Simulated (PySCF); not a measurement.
# C6H10FGaO2: the cost of one run

The runs use PySCF 2.14.0, with density-fitted response routines of our own; the level of theory stands in each step. All values are computed, except where a source is named. Atoms are numbered from 0 throughout.

### 1 Starting geometry

20 atoms, charge 0, multiplicity 1; geometry from: GFN2-xTB. The atoms were then displaced at random by about 0.01 Å, so the start is not that level's minimum.

Bonds of the start (Å): C0–C1 1.51, C1–C2 1.52, C2–Ga3 2.07, Ga3–O4 1.98, O4–C5 1.26, C5–C6 1.40, C6–F7 1.37, C6–C8 1.39, C8–O9 1.26, O9–Ga3 1.98, C0–H10 1.08, C0–H11 1.09, C0–H12 1.15, C1–H13 1.11, C1–H14 1.09, C2–H15 1.13, C2–H16 1.08, Ga3–H17 1.54, C5–H18 1.09, C8–H19 1.08.

### 2 Optimising the geometry at PBE0-D3(BJ)/def2-SVP

What the job is given:

```
{"job": {"xc": "PBE0", "basis": "def2-SVP", "d3": "d3bj", "grid": 1, "shake": 0.01, "kind": "geom"}, "charge": 0, "multiplicity": 1}
C     -2.959870     0.042510    -0.860040
C     -2.349990     0.383160     0.479070
C     -1.222820    -0.586020     0.788710
Ga     0.235750    -0.669540    -0.680210
O      1.168790     1.074480    -0.809310
C      2.370610     1.341190    -0.523720
C      3.299910     0.417050    -0.025230
F      4.567550     0.864670     0.216650
C      3.005790    -0.908100     0.266880
O      1.884930    -1.464050     0.082950
H     -3.349980    -0.962370    -0.871190
H     -2.225140     0.184010    -1.648410
H     -3.842500     0.744410    -1.084010
H     -3.120350     0.334110     1.274710
H     -1.962540     1.400340     0.460580
H     -0.701990    -0.265870     1.733430
H     -1.616550    -1.570000     0.976420
H      0.240940    -1.179300    -2.135670
H      2.727110     2.356150    -0.676060
H      3.799340    -1.521460     0.654840
```

Started as:

```console
> OMP_NUM_THREADS=1 python probes_run.py task.json out
```

This one command runs all jobs of the session in turn.

Q: Estimate the wall time and peak memory of this first job on 1 thread of Arm Neoverse V1, shared host.

About 6 min, with a peak of 0.93 GiB.
